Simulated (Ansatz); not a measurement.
# GaSi₂H (singlet): from a generated start to a stationary point

Aim: relax a generated start of GaSi₂H (singlet) and see which bonds hold.

Method: RKS PBE0/def2-TZVP; program: Ansatz 0.2.0, Gaussian basis.

**1. Starting geometry**

4 atoms, charge 0, spin multiplicity 1.

Atoms are counted from 1 here; the program's logs count them from 0.

Bond lengths: Si1–Ga2 2.494 Å, Si1–Si3 2.250 Å, Ga2–Si3 2.623 Å, Si3–H4 1.496 Å. Angles: Ga2–Si1–Si3 66.9°, Si1–Ga2–Si3 52.1°, Si1–Si3–Ga2 61.0°, Si1–Si3–H4 115.1°, Ga2–Si3–H4 176.1°.

The start was built by rule and, where that kept it together, relaxed with GFN2-xTB. Sticks and bond lists go by distance. No spin-orbit coupling is included. 

**2. The run**

The input, in.yaml:

```yaml
crystal:
  periodic: [false, false, false]
  atoms:
    - {symbol: Si, position_ang: [-0.228319, -1.621822, -0.005405]}
    - {symbol: Ga, position_ang: [-0.624913, 0.840782, 0.011226]}
    - {symbol: Si, position_ang: [1.674421, -0.421339, -0.021055]}
    - {symbol: H, position_ang: [2.933049, -1.228865, -0.039300]}
basis:
  gaussian: {orbitals: def2-TZVP}
hamiltonian: {xc: pbe0}
relax: {f_tol: 0.004, max_steps: 80}
```

Command:

```sh
> ansatz run in.yaml --threads 1 --pin off --events-out ev --progress --plain --max-ram 2176MiB
```

Before running it: what results should come out? Wanted: energy gained; shift from the start; total energy; dipole moment.

**Answer**, as computed:

```
                  quantity           value
                     steps              11
             energy gained        0.709 eV
shift from the start (rms)         0.466 Å
              total energy  -68134.0244 eV
             dipole moment          1.15 D
```

What this shows: By distance, Ga2–Si3 opened. Ga2–Si3 went from 2.623 to 2.887 Å. No vibrations were run, so this is a stationary point, not a proven minimum, and this spin need not be the ground state's.
